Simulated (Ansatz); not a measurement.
# AlBH8SSi2: the cost of one run

All numbers below are computed with Ansatz 0.2.0 (RKS revPBE/STO-3G).

## (1) The starting structure

Bond lengths: B1–Si2 1.945 Å, Si2–Si3 2.214 Å, Si2–S4 2.112 Å, S4–Al5 2.241 Å, B1–H6 1.247 Å, B1–H7 1.141 Å, Si2–H8 1.452 Å, Si3–H9 1.422 Å, Si3–H10 1.485 Å, Si3–H11 1.503 Å, Al5–H12 1.606 Å, Al5–H13 1.632 Å. Angles (14 of 19 angles, heavy atoms first): B1–Si2–Si3 109.7°, B1–Si2–S4 114.5°, Si3–Si2–S4 108.9°, Si2–S4–Al5 98.1°, B1–Si2–H8 107.5°, Si3–Si2–H8 106.2°, S4–Si2–H8 109.8°, Si2–B1–H6 116.2°, Si2–B1–H7 122.9°, Si2–Si3–H9 111.7°, Si2–Si3–H10 110.6°, Si2–Si3–H11 108.8°, S4–Al5–H12 119.7°, S4–Al5–H13 121.1°.

Structure file:

```xyz
13

B    -0.6221   -1.0843    1.6264
Si   -0.2997   -1.0980   -0.2915
Si    1.7299   -0.3193   -0.7121
S    -1.7027    0.0022   -1.4232
Al   -1.3960    1.9996   -0.4538
H    -1.6010   -0.4177    2.0161
H     0.0630   -1.6065    2.3739
H    -0.2993   -2.4842   -0.7239
H     2.0279   -0.3550   -2.1020
H     1.8727    1.0691   -0.2041
H     2.7340   -1.1538    0.0328
H    -0.2580    2.9878   -1.0079
H    -2.2284    2.4254    0.8841
```

## (2) Relaxing end A

File input.yaml:

```yaml
crystal:
  periodic: [false, false, false]
  atoms:
    - { symbol: B, position_ang: [-0.6221, -1.0843, 1.6264] }
    - { symbol: Si, position_ang: [-0.2997, -1.098, -0.2915] }
    - { symbol: Si, position_ang: [1.7299, -0.3193, -0.7121] }
    - { symbol: S, position_ang: [-1.7027, 0.0022, -1.4232] }
    - { symbol: Al, position_ang: [-1.396, 1.9996, -0.4538] }
    - { symbol: H, position_ang: [-1.601, -0.4177, 2.0161] }
    - { symbol: H, position_ang: [0.063, -1.6065, 2.3739] }
    - { symbol: H, position_ang: [-0.2993, -2.4842, -0.7239] }
    - { symbol: H, position_ang: [2.0279, -0.355, -2.102] }
    - { symbol: H, position_ang: [1.8727, 1.0691, -0.2041] }
    - { symbol: H, position_ang: [2.734, -1.1538, 0.0328] }
    - { symbol: H, position_ang: [-0.258, 2.9878, -1.0079] }
    - { symbol: H, position_ang: [-2.2284, 2.4254, 0.8841] }
basis:
  gaussian: { orbitals: STO-3G }
hamiltonian:
  xc: revpbe
relax:
  f_tol: 0.015
  max_steps: 40
output:
  orbitals: {}
```

Run with:

```sh
$ ansatz run input.yaml --threads 1 --pin off --max-ram 2048MiB --backend cpu --events-out ev --progress --plain --runs-dir out
```

Q: Estimate wall time and peak memory on 1 thread of Arm Neoverse V1, shared host.

About 82 s, with a peak of 0.16 GiB.
